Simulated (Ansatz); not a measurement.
# Cd4AgAs3: the cost of one run

Program: Ansatz 0.2.0. Level of theory: DFT, PBE, no spin polarisation, plane waves, PAW. These are calculated values, not measurements.

## Step 1: The structure

The structure is trigonal, space group R-3m (No. 166). Conventional cell: a = 4.233 Å, b = 4.233 Å, c = 34.949 Å, α = 90.00°, β = 90.00°, γ = 120.00°. Ag (site symmetry -3m) has 6 As at 3.32 Å and 6 Cd at 3.72 Å as nearest neighbours. Around Cd (site symmetry 3m) lie 4 As at 2.51 to 3.02 Å. Cd (site symmetry 3m) has 4 As at 2.50 to 2.67 Å as nearest neighbours. As (site symmetry 3m) is surrounded by 4 Cd at 2.50 to 2.51 Å and 3 Ag at 3.32 Å. Around As (site symmetry -3m) lie 8 Cd at 2.67 to 3.02 Å.

Its coordinates follow in the input file.

It starts from an earlier solution of the starting cell (checkpoint.read).

## Step 2: The relaxation

input.yaml reads:

```yaml
crystal:
  lattice:
    - [4.233365, 0.0, 0.0]
    - [-2.116682, 3.666204, 0.0]
    - [-2.116682, 1.222068, 11.649822]
  atoms:
    - { symbol: Ag, position: [0.5, 0.5, 0.5] }
    - { symbol: Cd, position: [0.08647, 0.91353, 0.25941] }
    - { symbol: Cd, position: [0.91353, 0.08647, 0.74059] }
    - { symbol: Cd, position: [0.30242, 0.69758, 0.90726] }
    - { symbol: Cd, position: [0.69758, 0.30242, 0.09274] }
    - { symbol: As, position: [0.231, 0.769, 0.693] }
    - { symbol: As, position: [0.769, 0.231, 0.307] }
    - { symbol: As, position: [0.0, 0.0, 0.0] }
  symmetry: { tolerance: 0.0003 }
kpoints:
  mp_grid: { grid: [5, 5, 5], shift: [0, 0, 0] }
magnetization:
  spin_polarized: false
scf:
  occupations: { method: fermi_dirac, width: 0.1056 }
  lower_state_search: "off"
hamiltonian:
  pseudopotentials: { kind: paw }
  xc: pbe
basis:
  ecutwfc: 420
  fft_grid_basis: typed
relax:
  max_steps: 40
  f_tol: 0.03
output:
  forces: true
  stress: true
  eigenvalues: true
  bader: false
  populations: true
  elf: true
  write_potential: true
  volumetric_format: npy
  dos:
    e_range: [-12, 8]
    de: 0.05
    projected: { site_lists: { Ag: [Ag], As: [As], Cd: [Cd] } }
  write_density: true
checkpoint:
  read: saved_state
```

Launch:

```console
$ ansatz run input.yaml --threads 2 --pin off --max-ram 2560MiB --backend cpu --events-out ev --progress --plain --runs-dir out
```

**Question.** How long does this run take on 2 threads of Arm Neoverse V1, shared host, and how much memory does it need?

About 67 s, with a peak of 0.65 GiB.
